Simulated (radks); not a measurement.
# Ionisation of Pr: one atom, several choices of exchange strength α

The task here is to estimate one member of a computed series from the others.

Program: radks (a radial shooting solver on a logarithmic mesh, Libxc functionals) version 1. Level of theory: scalar-relativistic Kohn-Sham, spin-unpolarised, spherical densities, point nucleus. These are calculated values, not measurements, unless marked.

4 further runs of the same task are left out: 2 that didn't finish, 2 set aside as unsound or not needed.

## The atom as given

```
element       : praseodymium (Z = 59)
charge        : 0
electrons     : 59
configuration : [Xe] 4f3 6s2
ion           : Pr⁺, [Xe] 4f3 6s1
choices       : α = 0.667; α = 0.774; α = 0.847; α = 0.859
```

Outer shells as boxes (Hund's rule):

Pr
```
[Xe] core
4f [↑ ][↑ ][↑ ][  ][  ][  ][  ]
6s [↑↓]
```

Pr⁺
```
[Xe] core
4f [↑ ][↑ ][↑ ][  ][  ][  ][  ]
6s [↑ ]
```

The first run:

Input:

```text
Z 59
configuration [Xe] 4f3 6s2
relativity scalar-relativistic
functional xalpha 0.667
spin unpolarised
nucleus point
c 137.035999084
```

Steps of the session up to this table: α = 0.667: Pr.

One table of the session follows, with a row left open; its other results are not shown here.

It belongs to the step «α = 0.667: Pr». Sizes of the orbitals, from the radial functions (bohr):

| level | <r> | outermost maximum (interpolated) | 90 % within | nodes |
| --- | --- | --- | --- | --- |
| 3d | 0.2477 | 0.200 | 0.387 | 0 |
| 4s | ? | ? | ? | ? |
| 4p | 0.6599 | 0.604 | 0.961 | 2 |
| 4d | 0.7280 | 0.636 | 1.10 | 1 |
| 5s | 1.507 | 1.35 | 2.17 | 4 |
| 5p | 1.773 | 1.53 | 2.61 | 3 |
| 6s | 4.567 | 3.83 | 6.79 | 5 |
| 4f | 1.239 | 0.693 | 2.23 | 0 |

Estimate the missing values for 4s.

The run gave: <r>: 0.6229; outermost maximum (interpolated): 0.579; 90 % within: 0.895; nodes: 3. In the column «<r>» it lies between 3d (0.2477) and 4p (0.6599).

Limits of these values: Spin polarisation and multiplet splitting are left out, so open shells lie too high by an amount that depends on their filling.
